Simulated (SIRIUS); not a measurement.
The system is HPbNO4.

```
CELL_PARAMETERS angstrom
3.85404 0.14384 0.09012
-0.25320 5.52698 0.16471
-0.48197 -1.92720 5.72025
ATOMIC_POSITIONS crystal
H 0.10913 0.65718 0.54463
Pb 0.61029 0.52127 0.15100
N 0.91580 0.96263 0.95867
O 0.01384 0.13639 0.88084
O 0.72398 0.01057 0.12858
O 0.00389 0.73732 0.87043
O 0.11927 0.59324 0.37651
```

The cell was built by a generator and needn't be a form met in nature.

* Program: SIRIUS 7.12.0
* Task: single point
* Functional: PBE
* Potentials or basis: PseudoDojo 0.4.1 PBE standard (scalar relativistic)
* Cutoff: 1152 eV
* Density cutoff: 4606 eV
* k mesh: 7 × 5 × 5
* Occupations: fermi-dirac, width 0.05 eV
* Spin: no spin polarisation

On this cell: pressure 0.0 GPa; largest force 0.209 eV/Å; band gap on the k mesh 3.13 eV.

The same run follows on a disturbed copy (atoms moved at random, drawn with an rms of 0.05 Å):

```
CELL_PARAMETERS angstrom
3.85404 0.14384 0.09012
-0.25320 5.52698 0.16471
-0.48197 -1.92720 5.72025
ATOMIC_POSITIONS crystal
H 0.09417 0.65249 0.55005
Pb 0.60528 0.51564 0.15510
N 0.92822 0.96629 0.95871
O 0.01648 0.12958 0.87762
O 0.70978 0.00114 0.12867
O 0.00782 0.74454 0.86968
O 0.10479 0.58988 0.37446
```

Task: What changes?

Result: The energy moves by +38.2 meV/atom; pressure 0.6 GPa; largest force 3.580 eV/Å; band gap on the k mesh 3.21 eV.

Forces on the atoms (eV/Å):
```
H    0.265  0.018 -1.604
Pb  -0.257  0.122 -0.258
N   -2.529 -2.278  1.108
O    0.396  2.624  0.040
O    1.384  1.031 -0.876
O    0.688 -1.503 -0.347
O    0.055 -0.013  1.937
```

Stress tensor (GPa, compression positive):
```
-0.40 -0.86  2.03
-0.86  4.86  0.99
 2.03  0.99 -2.69
```

Caveats: spin-orbit coupling is left out, which as a rule narrows the gap of such compounds by several tenths of an eV; an odd mesh through Γ misses points on the zone boundary, where band edges often lie.
